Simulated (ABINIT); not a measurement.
# GaGe3 (Fm-3m) in ABINIT: equation of state with LDA

Aim: the equation of state of GaGe3 with LDA.

All numbers are computed with ABINIT 10.8.3 (patched build); they aren't measurements. Logs are shortened: lines on timing, memory, paths and dates and some standing lists are left out, and cuts for length are marked. The log counts tension as positive stress, the text compression.

**1. The crystal as given**

Symmetry: Fm-3m, No. 225, cubic system. Conventional cell: a = 6.774 Å, b = 6.774 Å, c = 6.774 Å, α = 90.00°, β = 90.00°, γ = 90.00°. Ge (site symmetry m-3m) has 8 Ge at 2.93 Å as nearest neighbours. Ge (site symmetry -43m) has 4 Ge at 2.93 Å and 4 Ga at 2.93 Å as nearest neighbours. Around Ga (site symmetry m-3m) lie 8 Ge at 2.93 Å.

The cell comes from a database or a generator and needn't be the stable form of this composition.

**2. Equation of state, LDA**

Input file run.abi:

```
ndtset 7
getwfk -1
scalecart1 3*0.9795861087
scalecart2 3*0.9864848297
scalecart3 3*0.9932883884
scalecart4 3*1.0000000000
scalecart5 3*1.0066227096
scalecart6 3*1.0131594038
scalecart7 3*1.0196128224

pp_dirpath "./"
pseudos "Ge.LDA_PW-JTH.xml, Ga.LDA_PW-JTH.xml"

acell 3*1.0
rprim
     0.0000000000     6.4008179684     6.4008179684
     6.4008179684     0.0000000000     6.4008179684
     6.4008179684     6.4008179684     0.0000000000
ntypat 2
znucl 32 31
natom 4
typat 1 1 1 2
xred
     0.5000000000     0.5000000000     0.5000000000
     0.7500000000     0.7500000000     0.7500000000
     0.2500000000     0.2500000000     0.2500000000
     0.0000000000     0.0000000000     0.0000000000

ecut 22.0
pawecutdg 44.0

kptopt 1
ngkpt 7 7 7
nshiftk 1
shiftk 0.0 0.0 0.0

ixc 7

nband 33
occopt 3
tsmear 0.05 eV

nstep 100
tolvrs 1.0e-9

iomode 3
prtwf 1
prtden 0
prteig 0
prtebands 0
enunit 1
```

Potentials or basis: JTH PAW LDA v2.0.

Command:

```sh
$ abinit run.abi > log 2>&1
```

run.abo:

```text
.Version 10.8.3 of ABINIT
 DATASET    1 : space group Fm -3 m (#225); Bravais cF (face-center cubic)
================================================================================
 Values of the parameters that define the memory need for DATASET  1.
     intxc =       0    ionmov =       0      iscf =      17    lmnmax =      18
     lnmax =       6     mgfft =      40  mpssoang =       3    mqgrid =    3001
     natom =       4  nloc_mem =       2    nspden =       1   nspinor =       1
    nsppol =       1      nsym =      48    n1xccc =       1    ntypat =       2
    occopt =       3   xclevel =       1
       mpw =        2454          nfft =       64000          nkpt =          20
 PAW method is used; the additional fine FFT grid is defined by:
   mgfftf=        54    nfftf =    157464
================================================================================
================================================================================
[... 71 lines left out ...]
 DATASET    7 : space group Fm -3 m (#225); Bravais cF (face-center cubic)
================================================================================
 Values of the parameters that define the memory need for DATASET  7.
     intxc =       0    ionmov =       0      iscf =      17    lmnmax =      18
     lnmax =       6     mgfft =      40  mpssoang =       3    mqgrid =    3001
     natom =       4  nloc_mem =       2    nspden =       1   nspinor =       1
    nsppol =       1      nsym =      48    n1xccc =       1    ntypat =       2
    occopt =       3   xclevel =       1
       mpw =        2754          nfft =       64000          nkpt =          20
 PAW method is used; the additional fine FFT grid is defined by:
   mgfftf=        60    nfftf =    216000
================================================================================
================================================================================

--------------------------------------------------------------------------------
------------- Echo of variables that govern the present computation ------------
--------------------------------------------------------------------------------
 -outvars: echo values of preprocessed input variables --------
            acell      1.0000000000E+00  1.0000000000E+00  1.0000000000E+00 Bohr
              amu      7.26100000E+01  6.97230000E+01
             ecut      2.20000000E+01 Hartree
           enunit           1
           getwfk          -1
              ixc           7
           jdtset        1    2    3    4    5    6    7
         kptrlatt        7    0    0      0    7    0      0    0    7
          kptrlen1     6.20713416E+01
          kptrlen2     6.25084781E+01
          kptrlen3     6.29395847E+01
          kptrlen4     6.33648651E+01
          kptrlen5     6.37845122E+01
          kptrlen6     6.41987089E+01
          kptrlen7     6.46076289E+01
            natom           4
            nband          33
           ndtset           7
            ngfft          40      40      40
          ngfftdg1         54      54      54
          ngfftdg2         54      54      54
          ngfftdg3         54      54      54
          ngfftdg4         60      60      60
          ngfftdg5         60      60      60
          ngfftdg6         60      60      60
          ngfftdg7         60      60      60
             nkpt          20
            nstep         100
             nsym          48
           ntypat           2
           occopt           3
        pawecutdg      4.40000000E+01 Hartree
           prtden           0
        prtebands           0
           prteig           0
            rprim1     0.0000000000E+00  6.2701523662E+00  6.2701523662E+00
                       6.2701523662E+00  0.0000000000E+00  6.2701523662E+00
                       6.2701523662E+00  6.2701523662E+00  0.0000000000E+00
            rprim2     0.0000000000E+00  6.3143098235E+00  6.3143098235E+00
                       6.3143098235E+00  0.0000000000E+00  6.3143098235E+00
                       6.3143098235E+00  6.3143098235E+00  0.0000000000E+00
            rprim3     0.0000000000E+00  6.3578581643E+00  6.3578581643E+00
                       6.3578581643E+00  0.0000000000E+00  6.3578581643E+00
                       6.3578581643E+00  6.3578581643E+00  0.0000000000E+00
            rprim4     0.0000000000E+00  6.4008179684E+00  6.4008179684E+00
                       6.4008179684E+00  0.0000000000E+00  6.4008179684E+00
                       6.4008179684E+00  6.4008179684E+00  0.0000000000E+00
            rprim5     0.0000000000E+00  6.4432087270E+00  6.4432087270E+00
[... 61 lines left out ...]
            xcart6     6.4850489167E+00  6.4850489167E+00  6.4850489167E+00
                       9.7275733750E+00  9.7275733750E+00  9.7275733750E+00
                       3.2425244583E+00  3.2425244583E+00  3.2425244583E+00
                       0.0000000000E+00  0.0000000000E+00  0.0000000000E+00
            xcart7     6.5263560744E+00  6.5263560744E+00  6.5263560744E+00
                       9.7895341116E+00  9.7895341116E+00  9.7895341116E+00
                       3.2631780372E+00  3.2631780372E+00  3.2631780372E+00
                       0.0000000000E+00  0.0000000000E+00  0.0000000000E+00
             xred      5.0000000000E-01  5.0000000000E-01  5.0000000000E-01
                       7.5000000000E-01  7.5000000000E-01  7.5000000000E-01
                       2.5000000000E-01  2.5000000000E-01  2.5000000000E-01
                       0.0000000000E+00  0.0000000000E+00  0.0000000000E+00
            znucl       32.00000   31.00000

================================================================================

 chkinp: Checking input parameters for consistency, jdtset=   1.

 chkinp: Checking input parameters for consistency, jdtset=   2.
[... 40 lines left out ...]
 getcut: wavevector=  0.0000  0.0000  0.0000  ngfft=  54  54  54
         ecut(hartree)=     44.000   => boxcut(ratio)=   2.04013

--- Pseudopotential description ------------------------------------------------
- pspini: atom type   1  psp file is ./Ge.LDA_PW-JTH.xml
 Pseudopotential format is: paw10
 basis_size (lnmax)=  6 (lmn_size= 18), orbitals=   0   0   1   1   2   2
 Spheres core radius: rc_sph= 2.30476891
 Shapefunction is SIN type: shapef(r)=[sin(pi*r/rshp)/(pi*r/rshp)]**2
 Radius for shape functions =  1.99988291
 Compensation charge density is not taken into account in XC energy/potential

- pspini: atom type   2  psp file is ./Ga.LDA_PW-JTH.xml
 Pseudopotential format is: paw10
 basis_size (lnmax)=  6 (lmn_size= 18), orbitals=   0   0   1   1   2   2
 Spheres core radius: rc_sph= 2.10359248
 Shapefunction is BESSEL type: shapef(r,l)=aa(1,l)*jl(q(1,l)*r)+aa(2,l)*jl(q(2,l)*r)
 Radius for shape functions =  1.80829011
 Compensation charge density is not taken into account in XC energy/potential

   4.42588313E+03                                ecore*ucvol(ha*bohr**3)
--------------------------------------------------------------------------------

================================================================================

--- !BeginCycle
iteration_state: {dtset: 1, }
solver: {iscf: 17, nstep: 100, nline: 4, wfoptalg: 10, }
tolerances: {tolvrs: 1.00E-09, }
...
[... 634 lines left out ...]
 getcut: wavevector=  0.0000  0.0000  0.0000  ngfft=  60  60  60
         ecut(hartree)=     44.000   => boxcut(ratio)=   2.21978

 getcut : COMMENT -
  Note that boxcut > 2.2 ; recall that boxcut=Gcut(box)/Gcut(sphere) = 2
  is sufficient for exact treatment of convolution.
  Such a large boxcut is a waste : you could raise ecut
  e.g. ecut=   54.201501 Hartrees makes boxcut=2

--------------------------------------------------------------------------------

-inwffil : will read wavefunctions from disk file runo_DS3_WFK.nc

================================================================================
[... 204 lines left out ...]
 getcut: wavevector=  0.0000  0.0000  0.0000  ngfft=  60  60  60
         ecut(hartree)=     44.000   => boxcut(ratio)=   2.20517

 getcut : COMMENT -
  Note that boxcut > 2.2 ; recall that boxcut=Gcut(box)/Gcut(sphere) = 2
  is sufficient for exact treatment of convolution.
  Such a large boxcut is a waste : you could raise ecut
  e.g. ecut=   53.490648 Hartrees makes boxcut=2

--------------------------------------------------------------------------------

-inwffil : will read wavefunctions from disk file runo_DS4_WFK.nc

================================================================================
[... 577 lines left out ...]
-Cartesian components of stress tensor (GPa)         [Pressure= -8.4235E+00 GPa]
- sigma(1 1)=  8.42349242E+00  sigma(3 2)=  0.00000000E+00
- sigma(2 2)=  8.42349242E+00  sigma(3 1)=  0.00000000E+00
- sigma(3 3)=  8.42349242E+00  sigma(2 1)=  0.00000000E+00

== END DATASET(S) ==============================================================
================================================================================

 -outvars: echo values of variables after computation  --------
            acell      1.0000000000E+00  1.0000000000E+00  1.0000000000E+00 Bohr
           etotal1    -3.6673425908E+02
           etotal2    -3.6673343295E+02
           etotal3    -3.6673214553E+02
           etotal4    -3.6673044749E+02
           etotal5    -3.6672838389E+02
           etotal6    -3.6672599035E+02
           etotal7    -3.6672331144E+02
            fcart1     2.0968679844E-32 -2.0968679844E-32  2.0968679844E-32
                      -6.2906039531E-32  6.2906039531E-32 -6.2906039531E-32
                       2.0968679844E-32 -2.0968679844E-32  2.0968679844E-32
                       2.0968679844E-32 -2.0968679844E-32  2.0968679844E-32
            fcart2    -0.0000000000E+00 -0.0000000000E+00 -0.0000000000E+00
                      -0.0000000000E+00 -0.0000000000E+00 -0.0000000000E+00
                      -0.0000000000E+00 -0.0000000000E+00 -0.0000000000E+00
                      -0.0000000000E+00 -0.0000000000E+00 -0.0000000000E+00
            fcart3     6.2038259178E-32  2.0679419726E-32 -1.2407651836E-31
                      -1.0339709863E-31 -1.4475593808E-31  2.8951187616E-31
[... 66 lines left out ...]
                       5.0807504966E+00  5.0807504966E+00  5.0807504966E+00
                       1.6935834989E+00  1.6935834989E+00  1.6935834989E+00
                       0.0000000000E+00  0.0000000000E+00  0.0000000000E+00
           xangst5     3.4095992211E+00  3.4095992211E+00  3.4095992211E+00
                       5.1143988317E+00  5.1143988317E+00  5.1143988317E+00
                       1.7047996106E+00  1.7047996106E+00  1.7047996106E+00
                       0.0000000000E+00  0.0000000000E+00  0.0000000000E+00
           xangst6     3.4317400960E+00  3.4317400960E+00  3.4317400960E+00
                       5.1476101440E+00  5.1476101440E+00  5.1476101440E+00
                       1.7158700480E+00  1.7158700480E+00  1.7158700480E+00
                       0.0000000000E+00  0.0000000000E+00  0.0000000000E+00
           xangst7     3.4535989025E+00  3.4535989025E+00  3.4535989025E+00
                       5.1803983537E+00  5.1803983537E+00  5.1803983537E+00
                       1.7267994512E+00  1.7267994512E+00  1.7267994512E+00
                       0.0000000000E+00  0.0000000000E+00  0.0000000000E+00
             xred      5.0000000000E-01  5.0000000000E-01  5.0000000000E-01
                       7.5000000000E-01  7.5000000000E-01  7.5000000000E-01
                       2.5000000000E-01  2.5000000000E-01  2.5000000000E-01
                       0.0000000000E+00  0.0000000000E+00  0.0000000000E+00
 Calculation completed.
```

Wall time 12 min (1 thread of Arm Neoverse V2, shared host); peak memory 0.21 GiB.

What came out:

```
Equilibrium volume : 17.86 Å³/atom (rough: see the caveat)
Bulk modulus       : 75 GPa (rough)
```

Energy against volume, from the lowest point:
```tsv
volume (Å³/atom)	energy (meV/atom)
18.264	0.00
18.653	5.62
19.042	14.38
19.430	25.93
19.819	39.97
20.208	56.25
20.596	74.48
```

Caveat: pressures at fixed basis lie under the slope of the energies; the minimum lies outside the volumes run.
